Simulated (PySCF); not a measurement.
**CrI: from the state search to spectroscopic constants**

One job finds the state of CrI, follows it along the bond with each method and fits the curves.

Method: Cr x2c-TZVPPall, I x2c-TZVPPall, spin-free X2C with a Gaussian nucleus; program: PySCF 2.14.0.

**1. The job**

A driver script around PySCF takes these settings:

* atoms: Cr, I
* charge: 0
* basis: Cr x2c-TZVPPall, I x2c-TZVPPall
* Hamiltonian: spin-free X2C with a Gaussian nucleus
* basis functions: 124
* electrons treated: 77
* masses in u: 51.9405, 126.9045
* levels: PBE0, PBE, r²SCAN, r²SCANh, M06-2X, M06, BHandHLYP, ωB97X-V, HF, MP2, SCS-MP2
* grid: 80 radial by 434 angular points
* occupations: held fixed by the projection of orbital angular momentum
* dissociation limit: Cr + I, each in its ground configuration
* starting distance in angstrom: 2.475
* values of 2S to try: 1, 3, 5, 7, 9

Command:

```console
OMP_NUM_THREADS=2 python dia.py task.json out
```

After this run come: The PBE0 curve of the state that the search chose; Other states along the same grid; PBE (GGA); r²SCAN (meta-GGA); r²SCANh (hybrid meta-GGA); M06-2X (hybrid meta-GGA); M06; BHandHLYP (global hybrid GGA); ωB97X-V; UHF.

Q: Predict the outcome of this session. Wanted: for each run, Re; ωe; De; μ.

The runs gave:

Lowest PBE0 solution found, without spin–orbit coupling: ⁶Σ⁺ (sextet), unpaired electrons σ ↑, π ↑↑, δ ↑↑. State 2 has its PBE0 minimum 1.28 eV higher. State 3 has its PBE0 minimum 1.59 eV higher, as a spin-mixed determinant (⟨S²⟩ = 4.74), so this is no gap between pure states. State 4 has its PBE0 minimum 2.92 eV higher, as a spin-mixed determinant (⟨S²⟩ = 2.75), so this is no gap between pure states. The other levels ran on the lowest alone.

| level | Re (Å) | ωe (cm⁻¹) | De (eV) | μ (D) |
| --- | --- | --- | --- | --- |
| UHF | 2.674 | 214.6 | 1.89 | -7.62 |
| UHF-MP2 | 2.527 | 254.3 | 2.90 | n/a |
| UHF-SCS-MP2 | 2.564 | 239.0 | 2.87 | n/a |
| PBE | 2.531 | 251.6 | 2.93 | -4.30 |
| r²SCAN | 2.537 | 253.5 | 2.88 | -4.73 |
| r²SCANh | 2.540 | 253.1 | 2.84 | -5.06 |
| PBE0 | 2.545 | 250.0 | 2.85 | -5.36 |
| M06 | 2.535 | 261.4 | 2.84 | -5.34 |
| BHandHLYP | 2.580 | 240.8 | 2.80 | -6.18 |
| M06-2X | 2.581 | 242.8 | 3.29 | -5.81 |
| ωB97X-V | 2.549 | 252.8 | 3.07 | -5.93 |

De is counted to Cr + I in their ground configurations. A positive dipole means Cr(−)I(+).

Bond lengths run from 2.527 Å (UHF-MP2) to 2.674 Å (UHF). Among the levels with a De in the table, it runs from 1.89 eV (UHF) to 3.29 eV (M06-2X).

Correlated steps freeze 23 core orbitals. These are scalar-relativistic numbers at best; spin–orbit coupling would shift them, the dissociation energy most. With d or f electrons several states lie close, and the lowest PBE0 determinant need not be the measured ground state. With spin–orbit coupling the term label itself may not hold.
